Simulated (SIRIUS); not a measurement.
Input of a SIRIUS 7.10.0 run:

sirius.json

```json
{
  "control": {
    "processing_unit": "cpu",
    "verbosity": 2,
    "num_bands_to_print": 38,
    "print_forces": true,
    "print_stress": true
  },
  "parameters": {
    "electronic_structure_method": "pseudopotential",
    "xc_functionals": ["XC_GGA_X_B88", "XC_GGA_C_LYP"],
    "gk_cutoff": 9.2,
    "pw_cutoff": 18.4,
    "ngridk": [3, 3, 3],
    "shiftk": [0, 0, 0],
    "smearing": "fermi_dirac",
    "smearing_width": 0.0018374661,
    "num_bands": 38,
    "num_mag_dims": 0,
    "num_dft_iter": 100,
    "energy_tol": 1e-08,
    "density_tol": 1e-06
  },
  "iterative_solver": {
    "type": "davidson",
    "min_tolerance": 1e-09,
    "tolerance_scale": [0.1, 0.25]
  },
  "mixer": {
    "type": "anderson",
    "beta": 0.7,
    "max_history": 8
  },
  "settings": {
    "tol_ne": 1e-10,
    "pseudo_grid_cutoff": 6.5
  },
  "unit_cell": {
    "lattice_vectors": [
      [1.0, 0.0, 0.0],
      [0.0, 1.0, 0.0],
      [0.0, 0.0, 1.0]
    ],
    "lattice_vectors_scale": 8.8281976316,
    "atom_coordinate_units": "lattice",
    "atom_types": ["In", "As"],
    "atom_files": {
      "In": "In.json",
      "As": "As.json"
    },
    "atoms": {
      "In": [
        [0.5, 0.5, 0.0],
        [0.5, 0.0, 0.5],
        [0.0, 0.5, 0.5]
      ],
      "As": [
        [0.0, 0.0, 0.0]
      ]
    }
  }
}
```

Potentials or basis: PseudoDojo 0.4.1 PBE standard (scalar relativistic).

The run is started by

```bash
$ upf_to_json In.upf
$ upf_to_json As.upf
$ OMP_NUM_THREADS=1 sirius.scf --input=sirius.json --output=out.json --task=0
```

**Question.** Predict the pressure.

**Answer.** 5.2 GPa.

**Question.** Estimate the band gap on the k mesh.

**Answer.** None (metal or under the smearing width).

Caveat: the k mesh is coarse (spacing up to 0.45 Å⁻¹), so the values aren't converged; the potentials were made for another functional, which shifts forces and pressure.
